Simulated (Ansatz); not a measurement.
# BH3S3, SMILES SB(S)S: a rigid scan of one bond length

Run with the Python package of Ansatz (0.2.0).

The script reads `bh3s3.xyz`:
```text
7

S    -0.94330    1.56010    0.12780
B     0.14460    0.10720    0.05630
S     0.32460   -0.97230    1.56630
S     1.14590   -0.29570   -1.53130
H    -2.09370    0.83300   -0.32180
H     1.43960   -0.18600    2.03990
H     0.04350   -1.11430   -1.98280
```

Script `bh3s3_scan.py`:
```python
'''Stretching a bond of BH3S3, the rest held rigid.'''

import logging
import sys

import ansatz as az
import numpy as np

logging.basicConfig(stream=sys.stdout, format='%(name)s: %(message)s')
logger = logging.getLogger('bh3s3')
logger.setLevel(logging.INFO)


def main() -> None:
    geometry = az.Crystal.molecule_from_extxyz('bh3s3.xyz')

    symbols = [site.symbol for site in geometry.cartesian_sites]
    start = np.array([site.position_ang for site in geometry.cartesian_sites])
    axis = (start[6] - start[3]) / np.linalg.norm(start[6] - start[3])
    moving = [6]
    lengths, energies = [1.272, 1.33, 1.388, 1.445, 1.503, 1.561, 1.619, 1.706], []
    for length in lengths:
        xyz = start.copy()
        xyz[moving] += (length - np.linalg.norm(start[6] - start[3])) * axis
        point = az.Crystal.molecule()
        for symbol, place in zip(symbols, xyz):
            point = point.atom(symbol, place.tolist())
        job = point.calculation().basis(gaussian='def2-SVP').functional('pbe')
        rep = job.run().report
        energies.append(rep['free_energy_ev'])
        logger.info(f'r = {length:6.3f} A  E = {energies[-1]:.5f} eV  <S^2> = {abs(rep["mean_field"]["state"]["spin_squared"]):.3f}')

    # quartic fit about the minimum
    fit = np.polynomial.Polynomial.fit(lengths, np.array(energies) - min(energies), 4).convert()
    roots = [r.real for r in fit.deriv().roots() if abs(r.imag) < 1e-9 and fit.deriv(2)(r.real) > 0]
    r_e = min(roots, key=lambda r: abs(r - lengths[int(np.argmin(energies))]))
    logger.info(f'minimum of the fit at {r_e:.4f} A, force constant {fit.deriv(2)(r_e):.2f} eV/A^2')


if __name__ == '__main__':
    main()
```

```console
$ python bh3s3_scan.py
bh3s3: r =  1.272 A  E = -33205.81582 eV  <S^2> = 0.000
bh3s3: r =  1.330 A  E = -33205.92346 eV  <S^2> = 0.000
bh3s3: r =  1.388 A  E = -33205.93231 eV  <S^2> = 0.000
bh3s3: r =  1.445 A  E = -33205.86982 eV  <S^2> = 0.000
bh3s3: r =  1.503 A  E = -33205.75339 eV  <S^2> = 0.000
bh3s3: r =  1.561 A  E = -33205.59884 eV  <S^2> = 0.000
bh3s3: r =  1.619 A  E = -33205.41792 eV  <S^2> = 0.000
bh3s3: r =  1.706 A  E = -33205.11628 eV  <S^2> = 0.000
bh3s3: minimum of the fit at 1.3649 A, force constant 24.49 eV/A^2
```

Caveats:
- Total energies depend on the basis set; only differences at equal settings carry meaning.
- The rest of the molecule is held rigid at a force-field or estimated start geometry, and the basis set is modest; single-reference methods fail as a bond breaks.
- The orbitals are restricted, so S² is zero by construction.
- Timing: 13 s on 1 thread of Arm Neoverse V2, on a shared host, peak memory 0.19 GiB.
